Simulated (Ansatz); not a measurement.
# Mo5B2P: the cost of one run

Program: Ansatz 0.2.0. Level of theory: DFT PBE, scalar-relativistic, plane waves, PAW. These are calculated values, not measurements.

## 1. The structure to begin with

The structure is tetragonal, space group I4/mcm (No. 140). The conventional cell has a = 5.971 Å, b = 5.971 Å, c = 11.070 Å, α = 90.00°, β = 90.00°, γ = 90.00°. Around P (site symmetry 422) lie 10 Mo at 2.55 to 2.77 Å. B (site symmetry m2m) is surrounded by 1 B at 2.11 Å and 8 Mo at 2.33 to 2.36 Å. Mo (site symmetry m) has 3 B at 2.33 to 2.34 Å and 2 P at 2.55 Å as nearest neighbours. Mo (site symmetry 4/m) is surrounded by 4 B at 2.36 Å and 8 Mo at 2.71 Å and 2 P at 2.77 Å.

Coordinates:

```
P B Mo
1.0
    -2.98552    2.98552    5.53504
     2.98552   -2.98552    5.53504
     2.98552    2.98552   -5.53504
P B Mo
2 4 10
Direct
  0.25000 0.25000 0.00000
  0.75000 0.75000 0.00000
  0.87500 0.37500 0.25000
  0.37500 0.12500 0.50000
  0.12500 0.62500 0.75000
  0.62500 0.87500 0.50000
  0.80410 0.30410 0.83060
  0.30410 0.47350 0.50000
  0.47350 0.97350 0.16940
  0.97350 0.80410 0.50000
  0.69590 0.52650 0.50000
  0.19590 0.69590 0.16940
  0.02650 0.19590 0.50000
  0.52650 0.02650 0.83060
  0.00000 0.00000 0.00000
  0.50000 0.50000 0.00000
```

The moments start at Mo 1.00 μB.

## 2. First run, at the start cell

File input.yaml:

```yaml
crystal:
  lattice:
    - [-2.985525, 2.985525, 5.53504]
    - [2.985525, -2.985525, 5.53504]
    - [2.985525, 2.985525, -5.53504]
  atoms:
    - { symbol: P, position: [0.25, 0.25, 0.0] }
    - { symbol: P, position: [0.75, 0.75, 0.0] }
    - { symbol: B, position: [0.875, 0.375, 0.25] }
    - { symbol: B, position: [0.375, 0.125, 0.5] }
    - { symbol: B, position: [0.125, 0.625, 0.75] }
    - { symbol: B, position: [0.625, 0.875, 0.5] }
    - { symbol: Mo, position: [0.8041, 0.3041, 0.8306], spin: 1.0 }
    - { symbol: Mo, position: [0.3041, 0.4735, 0.5], spin: 1.0 }
    - { symbol: Mo, position: [0.4735, 0.9735, 0.1694], spin: 1.0 }
    - { symbol: Mo, position: [0.9735, 0.8041, 0.5], spin: 1.0 }
    - { symbol: Mo, position: [0.6959, 0.5265, 0.5], spin: 1.0 }
    - { symbol: Mo, position: [0.1959, 0.6959, 0.1694], spin: 1.0 }
    - { symbol: Mo, position: [0.0265, 0.1959, 0.5], spin: 1.0 }
    - { symbol: Mo, position: [0.5265, 0.0265, 0.8306], spin: 1.0 }
    - { symbol: Mo, position: [0.0, 0.0, 0.0], spin: 1.0 }
    - { symbol: Mo, position: [0.5, 0.5, 0.0], spin: 1.0 }
basis:
  ecutwfc: 420
  ecutrho_ratio: 4
kpoints:
  mp_grid: { grid: [6, 6, 6] }
hamiltonian:
  xc: pbe
scf:
  occupations: { method: gaussian, width: 0.05 }
output:
  forces: true
  stress: true
  eigenvalues: true
  populations: true
magnetization:
  spin_polarized: true
relax:
  f_tol: 0.03
  max_steps: 60
  cell: { stress_tol: 0.3 }
```

Started as:

```console
$ ansatz run input.yaml --threads 4 --pin off --max-ram 10240MiB --backend cpu --events-out ev --progress --plain --runs-dir out
```

What time and memory should one allow on 4 threads of Intel Xeon at 2.70GHz, shared host?

About 3.1 min, with a peak of 1.4 GiB.
